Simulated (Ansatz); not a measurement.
# InHF radical: basis-set convergence

One table from this session's results is given with a row withheld; the runs are named, their logs left out.

Program: Ansatz 0.2.0, Gaussian basis. Level of theory: one geometry, several basis sets. These are calculated values, not measurements.

The runs, in order: PBE0-D4/def2-SVP; ωB97M-V/def2-SVP; PBE0-D4/def2-QZVPP; ωB97M-V/def2-QZVPP; the functionals' def2-TZVPP values are taken from earlier runs.

**Structure used throughout**

All runs share one geometry, relaxed beforehand with PBE0-D4 in a triple-zeta def2 set. In takes the def2 core potential; no spin-orbit term is included.

SMILES `[F][InH]`, 3 atoms, charge 0, spin multiplicity 2.

Atoms are counted from 1 here; the program's logs count them from 0.

Bond lengths: F1–In2 1.970 Å, In2–H3 1.779 Å. Angles: F1–In2–H3 113.8°.

The first run:

Contents of in.yaml:

```yaml
crystal:
  periodic: [false, false, false]
  atoms:
    - {symbol: F, position_ang: [1.088408, 0.989526, 0.694311]}
    - {symbol: In, position_ang: [-0.522479, 0.355087, -0.244849]}
    - {symbol: H, position_ang: [-0.576929, -1.409413, -0.462762]}
basis:
  gaussian: {orbitals: def2-SVP}
magnetization: {spin_polarized: true, initial_magnetization: 1}
hamiltonian: {xc: pbe0, dispersion: d4}
output: {orbitals: {seedname: orbitals}}
```

Steps of the session up to this table: PBE0-D4 in def2-SVP; ωB97M-V in def2-SVP; PBE0-D4 in def2-QZVPP; ωB97M-V in def2-QZVPP.

One table of the session follows, with a row left open; its other results are not shown here.

It belongs to the step «Functionals by basis». 

```
functional       basis  HOMO (eV)  LUMO (eV)
   PBE0-D4    def2-SVP      -6.33      -3.31
   PBE0-D4  def2-TZVPP      -6.44      -3.40
   PBE0-D4  def2-QZVPP      -6.46      -3.43
   ωB97M-V    def2-SVP          ?          ?
   ωB97M-V  def2-TZVPP      -8.45      -1.78
   ωB97M-V  def2-QZVPP      -8.48      -1.83
```

Q: Estimate the row for ωB97M-V, def2-SVP from the others.

The run gave: HOMO (eV): -8.30; LUMO (eV): -1.64. In the column «HOMO (eV)» it lies between ωB97M-V, def2-TZVPP (-8.45) and PBE0-D4, def2-QZVPP (-6.46).
